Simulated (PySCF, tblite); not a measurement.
# C3H12NSi3 radical: geometry, infrared bands and EPR parameters

What infrared bands and EPR parameters should C3H12NSi3 radical (`[H]/N=[C]\[C@@H]([SiH2]C)[SiH2][SiH3]`) show?

Computed with tblite 0.8.0 and PySCF 2.14.0, with density-fitted response routines of our own, on a single molecule in the gas phase. Atoms count from 0, in the outputs and in this text.

## 1. The molecule as given

19 atoms, charge 0, multiplicity 2; geometry from: force field or distance geometry start.

Bonds of the start (Å): C0–Si1 1.86, Si1–C2 1.89, C2–C3 1.50, C3–N4 1.27, C2–Si5 1.86, Si5–Si6 2.25, C0–H7 1.09, C0–H8 1.11, C0–H9 1.12, Si1–H10 1.45, Si1–H11 1.48, C2–H12 1.10, N4–H13 1.03, Si5–H14 1.48, Si5–H15 1.45, Si6–H16 1.48, Si6–H17 1.48, Si6–H18 1.48.

## 2. Geometry optimisation with GFN2-xTB

The job: settings as JSON, then the geometry in Å.

```
{"job": {"kind": "relax", "xc": "GFN2-xTB", "basis": "xTB"}, "charge": 0, "multiplicity": 2}
C     -2.440700    -1.253800     0.132200
Si    -2.006700     0.552300     0.264100
C     -0.130400     0.709300     0.380000
C      0.375900     1.718700    -0.601500
N      1.016600     2.766800    -0.282700
Si     0.707600    -0.925400     0.090900
Si     2.924500    -0.527300     0.047100
H     -1.664900    -1.861800     0.593500
H     -2.461000    -1.501600    -0.952000
H     -3.453300    -1.442500     0.567600
H     -2.519600     1.224300    -0.911600
H     -2.662800     1.177000     1.432200
H      0.093900     1.067300     1.394300
H      1.244000     3.028700     0.682500
H      0.486900    -1.859500     1.222500
H      0.291500    -1.508200    -1.172500
H      3.479800    -1.399000    -1.007200
H      3.489800    -0.851000     1.373000
H      3.219100     0.895000    -0.229500
```

Run with:

```console
$ OMP_NUM_THREADS=1 python probes_run.py task.json out
```

This one command runs all jobs of the session in turn.

**Question.** This job is followed by: GFN2-xTB harmonic vibrations, gas phase; UKS B3LYP, pcH-1 on C H N Si, non-relativistic, mean-field spin-orbit, GIAO. Predict these results of the whole session: strongest single infrared mode (GFN2-xTB); zero-point energy (GFN2-xTB); g(iso) (B3LYP); ⟨S²⟩; largest a(iso) (averaged by class); potential on the surface of density 0.002 e/bohr³, 1st and 99th percentile.

As calculated:

| quantity | value |
| --- | --- |
| strongest single infrared mode (GFN2-xTB) | 659 cm⁻¹, 501 km/mol |
| zero-point energy (GFN2-xTB) | 79.6 kcal/mol |
| g(iso) (B3LYP) | 2.00181 |
| ⟨S²⟩ | 0.754 (exact 0.75) |
| largest a(iso) (averaged by class) | 13C on C3, 340.0 MHz |
| potential on the surface of density 0.002 e/bohr³, 1st and 99th percentile | -1.58 V and 1.36 V |

What this shows: Relaxing lowered the energy by 0.873 eV in 229 steps; the close pair that moved most is C2–Si5, from 1.860 to 1.935 Å. All 51 modes are real, so the xTB geometry is a minimum. The strongest single mode, at 659 cm⁻¹, has its largest shares on H11, H10 and H15 (the list is cut at 3 atoms). GFN2-xTB is a fitted tight-binding method: band positions and strengths are rough. Its intensities can rank the bands wrongly. C3 carries the largest spin population, 0.67 e. The isotropic g lies 0.5 ppt below the free-electron value. These values are for one conformer; the search (at its own cheap level) found 2 more, at 0.50, 1.84 kcal/mol, and measured spectra average over such forms.
